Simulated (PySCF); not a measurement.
# B9H10SCl: magnetic properties

Computed with PySCF 2.14.0 and routines of our own; the level stands in each step. Atoms count from 0.

### Step 1. The system as given

21 atoms, charge 0, multiplicity 1; geometry from: GFN2-xTB.

### Step 2. Magnetic properties: GIAO BP86/def2-SVP

What the job is given:

```
{"job": {"kind": "mag", "xc": "BP86", "basis": "def2-SVP"}, "charge": 0, "multiplicity": 1}
B      1.871290    -0.124210    -0.040160
B     -0.753680     0.693510    -1.271090
B      0.715250     1.180140    -0.380170
B     -0.823120     0.989460     0.531800
B      0.886940    -1.376640     0.855280
S      1.202660    -1.744820    -0.941920
B     -0.793040    -0.691170     1.248720
B      0.923190    -0.025720    -1.599690
B      0.690670     0.301090     1.216940
B     -1.828570    -0.222690    -0.149710
H      3.039310    -0.043790     0.021760
H     -1.209900     1.431540    -2.064060
H      1.116270     2.271490    -0.552000
H     -1.295140     1.934530     1.043810
H      1.315890    -2.217940     1.553810
H     -1.276010    -0.960150     2.286220
H      1.379700     0.107640    -2.674160
H      1.073670     0.735050     2.240010
Cl    -3.605490    -0.359200    -0.250770
H     -1.327070    -1.430180     0.354670
H     -1.302810    -0.447940    -1.429280
```

With the program's defaults for keys left out, this is: GIAO BP86/def2-SVP magnetisability, rotational g tensor and spin-rotation constants, non-relativistic, gas phase.

The run is started by

```sh
> OMP_NUM_THREADS=1 python excited_run.py task.json out
```

The driver reads the jobs from task.json and runs them one after another.

Q: Estimate the wall time and peak memory of this first job on 1 thread of Intel Xeon 6975P-C, shared host.

About 62 s, with a peak of 0.78 GiB.
